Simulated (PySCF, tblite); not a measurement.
# C7H14F2Si: geometry, infrared bands and NMR shifts

What infrared bands and NMR shifts should C7H14F2Si (`C=C[C@@](C)(C[SiH2]C)C(F)F`) show?

Programs: tblite 0.8.0 and PySCF 2.14.0, with density-fitted response routines of our own. Each step states its level of theory. These are calculated values for one molecule in the gas phase, unless marked as measured. Atoms count from 0, in the outputs and in this text.

### Step 1. The starting structure

24 atoms, charge 0, multiplicity 1; geometry from: force field or distance geometry start.

Bonds of the start (Å): C0–C1 1.32, C1–C2 1.55, C2–C3 1.55, C2–C4 1.55, C4–Si5 1.88, Si5–C6 1.85, C2–C7 1.55, C7–F8 1.36, C7–F9 1.35, C0–H10 1.09, C0–H11 1.10, C1–H12 1.11, C3–H13 1.10, C3–H14 1.09, C3–H15 1.10, C4–H16 1.10, C4–H17 1.09, Si5–H18 1.47, Si5–H19 1.49, C6–H20 1.09, C6–H21 1.10, C6–H22 1.10, C7–H23 1.09.

### Step 2. Relaxing the molecule with GFN2-xTB

Job settings and geometry (Å):

```
{"job": {"kind": "relax", "xc": "GFN2-xTB", "basis": "xTB"}, "charge": 0, "multiplicity": 1}
C     -3.072200     0.832500    -0.393000
C     -2.039000     0.650100     0.414100
C     -0.825100    -0.300800     0.232000
C     -1.057700    -1.263800    -0.957400
C      0.391200     0.627900    -0.023100
Si     2.101400    -0.112500    -0.254700
C      3.397900     1.199000    -0.451100
C     -0.642300    -1.134500     1.522500
F     -1.774900    -1.839900     1.801900
F     -0.419900    -0.330300     2.588600
H     -3.201200     0.311500    -1.336700
H     -3.868700     1.534400    -0.120200
H     -2.021200     1.227100     1.359300
H     -1.987600    -1.833300    -0.834300
H     -1.102000    -0.733600    -1.906000
H     -0.256700    -2.011900    -1.006100
H      0.197800     1.237500    -0.923700
H      0.476600     1.340400     0.798300
H      2.093900    -0.997300    -1.433900
H      2.410900    -0.959100     0.933200
H      3.193800     1.827400    -1.318700
H      3.431500     1.852900     0.430300
H      4.396300     0.761300    -0.560700
H      0.165400    -1.865100     1.447000
```

On the command line:

```console
$ OMP_NUM_THREADS=1 python probes_run.py task.json out
```

This one command runs all jobs of the session in turn.

**Question.** This job is followed by: GFN2-xTB harmonic vibrations, gas phase; GIAO PBE0/pcSseg-1 NMR shielding, non-relativistic, gas phase. Predict these results of the whole session: strongest single infrared mode (GFN2-xTB); zero-point energy (GFN2-xTB); ¹³C shifts against TMS (PBE0/pcSseg-1); ¹H shifts against TMS (PBE0/pcSseg-1, means over atoms taken as alike); ²⁹Si shifts against TMS (PBE0/pcSseg-1); ¹⁹F shifts against CFCl3 (PBE0/pcSseg-1).

**Answer**, as computed:

| quantity | value |
| --- | --- |
| strongest single infrared mode (GFN2-xTB) | 2208 cm⁻¹, 439 km/mol |
| zero-point energy (GFN2-xTB) | 119.0 kcal/mol |
| ¹³C shifts against TMS (PBE0/pcSseg-1) | 152.2, 126.5, 118.9, 46.3, 25.2, 21.1, -7.2 ppm |
| ¹H shifts against TMS (PBE0/pcSseg-1, means over atoms taken as alike) | 6.67, 6.05, 5.48, 5.36, 4.29, 4.25, 1.38, 1.21, 0.57, 0.11 ppm |
| ²⁹Si shifts against TMS (PBE0/pcSseg-1) | -52.2 ppm |
| ¹⁹F shifts against CFCl3 (PBE0/pcSseg-1) | -145.5, -151.2 ppm |

What this shows: Over 30 steps the energy fell by 0.170 eV; of the close pairs, C1–C2 changed most, 1.553 to 1.512 Å. The lowest mode is slightly imaginary (18i cm⁻¹), a soft motion within the noise of the Hessian, so the minimum is not strictly shown. The strongest single mode, at 2208 cm⁻¹, moves mainly H18. GFN2-xTB is a fitted tight-binding method: band positions and strengths are rough. Its intensities can rank the bands wrongly. The most deshielded carbon is C1 (alkene CH), at 152.2 ppm: the olefinic region. H12 (hydrogen on an alkene CH) lies farthest downfield among hydrogen, at 6.67 ppm; olefinic region. At PBE0/pcSseg-1: The largest span, 245 ppm, is at C1, where the paramagnetic term is -221 ppm.
